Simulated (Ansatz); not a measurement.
# C2H8B2ClN: the cost of one run

Program: Ansatz 0.2.0. Level of theory: RKS PBE/def2-SVP. These are calculated values, not measurements.

## Step 1: The system as given

Bond lengths: C1–B2 1.590 Å, B2–C3 1.572 Å, B2–B4 1.654 Å, B4–N5 1.506 Å, B4–Cl6 1.907 Å, C1–H7 1.062 Å, C1–H8 1.106 Å, C1–H9 1.178 Å, C3–H10 1.130 Å, C3–H11 1.077 Å, C3–H12 1.143 Å, N5–H13 1.017 Å, N5–H14 1.028 Å. Angles (14 of 21 angles, heavy atoms first): C1–B2–C3 118.5°, C1–B2–B4 124.0°, C3–B2–B4 117.5°, B2–B4–N5 124.0°, B2–B4–Cl6 118.1°, N5–B4–Cl6 117.6°, B2–C1–H7 113.8°, B2–C1–H8 106.9°, B2–C1–H9 109.2°, B2–C3–H10 109.7°, B2–C3–H11 111.5°, B2–C3–H12 111.1°, B4–N5–H13 108.3°, B4–N5–H14 102.7°.

Structure file:

```xyz
14

C    -0.6776   -0.3704    1.7764
B    -0.0805   -0.1242    0.3231
C     1.1519   -0.9842   -0.1377
B    -0.6493    1.0182   -0.7284
N    -0.1197    1.2150   -2.1248
Cl   -2.1837    2.0276   -0.2147
H    -0.1543   -1.1051    2.3364
H    -1.7474   -0.6175    1.6461
H    -0.6761    0.6452    2.3723
H     2.0372   -0.3091   -0.3289
H     0.9190   -1.5728   -1.0087
H     1.5064   -1.6757    0.7005
H    -0.1955    0.3319   -2.6231
H     0.8565    1.4919   -1.9596
```

## Step 2: End point A

File input.yaml:

```yaml
crystal:
  periodic: [false, false, false]
  atoms:
    - { symbol: C, position_ang: [-0.6776, -0.3704, 1.7764] }
    - { symbol: B, position_ang: [-0.0805, -0.1242, 0.3231] }
    - { symbol: C, position_ang: [1.1519, -0.9842, -0.1377] }
    - { symbol: B, position_ang: [-0.6493, 1.0182, -0.7284] }
    - { symbol: "N", position_ang: [-0.1197, 1.215, -2.1248] }
    - { symbol: Cl, position_ang: [-2.1837, 2.0276, -0.2147] }
    - { symbol: H, position_ang: [-0.1543, -1.1051, 2.3364] }
    - { symbol: H, position_ang: [-1.7474, -0.6175, 1.6461] }
    - { symbol: H, position_ang: [-0.6761, 0.6452, 2.3723] }
    - { symbol: H, position_ang: [2.0372, -0.3091, -0.3289] }
    - { symbol: H, position_ang: [0.919, -1.5728, -1.0087] }
    - { symbol: H, position_ang: [1.5064, -1.6757, 0.7005] }
    - { symbol: H, position_ang: [-0.1955, 0.3319, -2.6231] }
    - { symbol: H, position_ang: [0.8565, 1.4919, -1.9596] }
basis:
  gaussian: { orbitals: def2-SVP }
hamiltonian:
  xc: pbe
relax:
  f_tol: 0.015
  max_steps: 40
```

Command:

```bash
$ ansatz run input.yaml --threads 2 --pin off --max-ram 3072MiB --backend cpu --events-out ev --progress --plain --runs-dir out
```

Q: Estimate wall time and peak memory on 2 threads of Intel Xeon 6975P-C (Granite Rapids), shared host.

About 56 s, with a peak of 0.19 GiB.
